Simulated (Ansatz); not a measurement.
# Li27H26O: the cost of one run

Program: Ansatz 0.2.0. Level of theory: DFT, PBE, plane-wave PAW, default files, scalar-relativistic, as far as a step names no other. These are calculated values, not measurements.

1 further run of the same task is left out (it didn't finish).

### 1 The system as given

The structure is cubic, space group Fm-3m (No. 225). Conventional cell: a = 12.052 Å, b = 12.052 Å, c = 12.052 Å, α = 90.00°, β = 90.00°, γ = 90.00°. Li (site symmetry 3m) is surrounded by 6 H at 2.01 Å. Li (site symmetry 4mm) has 5 H at 2.01 Å and 1 O at 2.01 Å as nearest neighbours. Li (site symmetry mm2) is surrounded by 6 H at 2.01 Å. Around Li (site symmetry m-3m) lie 6 H at 2.01 Å. O (site symmetry m-3m) has 6 Li at 2.01 Å as nearest neighbours. Around H (site symmetry mm2) lie 6 Li at 2.01 Å. H (site symmetry 3m) has 6 Li at 2.01 Å as nearest neighbours. Around H (site symmetry 4mm) lie 6 Li at 2.01 Å.

As a file:

```cif
data_structure
_symmetry_space_group_name_H-M 'Fm-3m'
_symmetry_Int_Tables_number 225
_cell_length_a 12.0517
_cell_length_b 12.0517
_cell_length_c 12.0517
_cell_angle_alpha 90.000
_cell_angle_beta 90.000
_cell_angle_gamma 90.000
_cell_volume 1750.44
loop_
_atom_site_label
_atom_site_type_symbol
_atom_site_symmetry_multiplicity
_atom_site_Wyckoff_symbol
_atom_site_fract_x
_atom_site_fract_y
_atom_site_fract_z
_atom_site_occupancy
Li1 Li 32 f 0.33333 0.83333 0.83333 1
Li2 Li 24 e 0.50000 0.00000 0.83333 1
Li3 Li 48 h 0.33333 0.16667 0.50000 1
Li4 Li 4 a 0.50000 0.00000 0.50000 1
O1 O 4 b 0.50000 0.50000 0.50000 1
H1 H 48 i 0.66667 0.66667 0.50000 1
H2 H 32 f 0.83333 0.66667 0.66667 1
H3 H 24 e 0.00000 0.00000 0.83333 1
```

Atom 28 of the input is the impurity.

### 2 First run, atoms as given

Contents of input.yaml:

```yaml
crystal:
  lattice:
    - [0.0, 6.0258581757, 6.0258581757]
    - [6.0258581757, 0.0, 6.0258581757]
    - [6.0258581757, 6.0258581757, 0.0]
  atoms:
    - { symbol: Li, position: [0.0, 0.0, 0.0] }
    - { symbol: Li, position: [0.0, 0.0, 0.3333333333] }
    - { symbol: Li, position: [0.0, 0.0, 0.6666666667] }
    - { symbol: Li, position: [0.0, 0.3333333333, 0.0] }
    - { symbol: Li, position: [0.0, 0.3333333333, 0.3333333333] }
    - { symbol: Li, position: [0.0, 0.3333333333, 0.6666666667] }
    - { symbol: Li, position: [0.0, 0.6666666667, 0.0] }
    - { symbol: Li, position: [0.0, 0.6666666667, 0.3333333333] }
    - { symbol: Li, position: [0.0, 0.6666666667, 0.6666666667] }
    - { symbol: Li, position: [0.3333333333, 0.0, 0.0] }
    - { symbol: Li, position: [0.3333333333, 0.0, 0.3333333333] }
    - { symbol: Li, position: [0.3333333333, 0.0, 0.6666666667] }
    - { symbol: Li, position: [0.3333333333, 0.3333333333, 0.0] }
    - { symbol: Li, position: [0.3333333333, 0.3333333333, 0.3333333333] }
    - { symbol: Li, position: [0.3333333333, 0.3333333333, 0.6666666667] }
    - { symbol: Li, position: [0.3333333333, 0.6666666667, 0.0] }
    - { symbol: Li, position: [0.3333333333, 0.6666666667, 0.3333333333] }
    - { symbol: Li, position: [0.3333333333, 0.6666666667, 0.6666666667] }
    - { symbol: Li, position: [0.6666666667, 0.0, 0.0] }
    - { symbol: Li, position: [0.6666666667, 0.0, 0.3333333333] }
    - { symbol: Li, position: [0.6666666667, 0.0, 0.6666666667] }
    - { symbol: Li, position: [0.6666666667, 0.3333333333, 0.0] }
    - { symbol: Li, position: [0.6666666667, 0.3333333333, 0.3333333333] }
    - { symbol: Li, position: [0.6666666667, 0.3333333333, 0.6666666667] }
    - { symbol: Li, position: [0.6666666667, 0.6666666667, 0.0] }
    - { symbol: Li, position: [0.6666666667, 0.6666666667, 0.3333333333] }
    - { symbol: Li, position: [0.6666666667, 0.6666666667, 0.6666666667] }
    - { symbol: O, position: [0.1666666667, 0.1666666667, 0.1666666667] }
    - { symbol: H, position: [0.1666666667, 0.1666666667, 0.5] }
    - { symbol: H, position: [0.1666666667, 0.1666666667, 0.8333333333] }
    - { symbol: H, position: [0.1666666667, 0.5, 0.1666666667] }
    - { symbol: H, position: [0.1666666667, 0.5, 0.5] }
    - { symbol: H, position: [0.1666666667, 0.5, 0.8333333333] }
    - { symbol: H, position: [0.1666666667, 0.8333333333, 0.1666666667] }
    - { symbol: H, position: [0.1666666667, 0.8333333333, 0.5] }
    - { symbol: H, position: [0.1666666667, 0.8333333333, 0.8333333333] }
    - { symbol: H, position: [0.5, 0.1666666667, 0.1666666667] }
    - { symbol: H, position: [0.5, 0.1666666667, 0.5] }
    - { symbol: H, position: [0.5, 0.1666666667, 0.8333333333] }
    - { symbol: H, position: [0.5, 0.5, 0.1666666667] }
    - { symbol: H, position: [0.5, 0.5, 0.5] }
    - { symbol: H, position: [0.5, 0.5, 0.8333333333] }
    - { symbol: H, position: [0.5, 0.8333333333, 0.1666666667] }
    - { symbol: H, position: [0.5, 0.8333333333, 0.5] }
    - { symbol: H, position: [0.5, 0.8333333333, 0.8333333333] }
    - { symbol: H, position: [0.8333333333, 0.1666666667, 0.1666666667] }
    - { symbol: H, position: [0.8333333333, 0.1666666667, 0.5] }
    - { symbol: H, position: [0.8333333333, 0.1666666667, 0.8333333333] }
    - { symbol: H, position: [0.8333333333, 0.5, 0.1666666667] }
    - { symbol: H, position: [0.8333333333, 0.5, 0.5] }
    - { symbol: H, position: [0.8333333333, 0.5, 0.8333333333] }
    - { symbol: H, position: [0.8333333333, 0.8333333333, 0.1666666667] }
    - { symbol: H, position: [0.8333333333, 0.8333333333, 0.5] }
    - { symbol: H, position: [0.8333333333, 0.8333333333, 0.8333333333] }
total_charge: -1
kpoints:
  mp_grid: { grid: [3, 3, 3] }
scf:
  occupations: { method: fermi_dirac, width: 0.01 }
hamiltonian:
  xc: pbe
  pseudopotentials: { kind: paw }
output:
  forces: true
  stress: true
  populations: true
  efg:
    quadrupole_moments_barn: { Li: -0.0401, O: -0.02558, H: 0.00285783 }
    contact_densities: true
```

Run with:

```console
$ ansatz run input.yaml --threads 1 --pin off --max-ram 3072MiB --backend cpu --events-out ev --progress --plain --runs-dir out
```

**Question.** How long does this run take on 1 thread of Arm Neoverse V1, shared host, and how much memory does it need?

About 28 s, with a peak of 0.8 GiB.
